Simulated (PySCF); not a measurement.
# C3H8BFO: the cost of one run

The runs use PySCF 2.14.0, with density-fitted response routines of our own; the level of theory stands in each step. All values are computed, except where a source is named. Atoms are numbered from 0 throughout.

## 1. Starting geometry

14 atoms, charge 0, multiplicity 1; geometry from: PBE0-D3(BJ)/def2-SVP.

Bonds of the start (Å): C0–B1 1.57, B1–O2 1.36, O2–C3 1.39, C3–C4 1.50, C3–F5 1.37, C0–H6 1.10, C0–H7 1.10, C0–H8 1.10, B1–H9 1.21, C3–H10 1.11, C4–H11 1.10, C4–H12 1.10, C4–H13 1.10.

## 2. Nuclear shieldings: PBE0/6-31G*

What the job is given:

```
{"job": {"kind": "nmr", "xc": "PBE0", "basis": "6-31G*", "pop": true}, "charge": 0, "multiplicity": 1}
C      2.139903    -0.396181     0.187761
B      1.306113     0.851500    -0.265704
O     -0.057022     0.875760    -0.305114
C     -0.843343    -0.216875     0.037620
C     -2.292319     0.177563     0.008109
F     -0.622803    -1.221211    -0.870450
H      3.179618    -0.139548     0.432621
H      2.160921    -1.113639    -0.651933
H      1.696192    -0.941273     1.036510
H      1.817804     1.885758    -0.635373
H     -0.540272    -0.611497     1.024881
H     -2.478946     0.978848     0.736071
H     -2.547091     0.544653    -0.995927
H     -2.926718    -0.685321     0.251415
```

Level: GIAO PBE0/6-31G* NMR shielding, non-relativistic, gas phase.

Launch:

```sh
OMP_NUM_THREADS=1 python probes_run.py task.json out
```

The driver reads the jobs from task.json and runs them one after another.

Q: Estimate the wall time and peak memory of this first job on 1 thread of Arm Neoverse V1, shared host.

About 8.6 s, with a peak of 0.58 GiB.
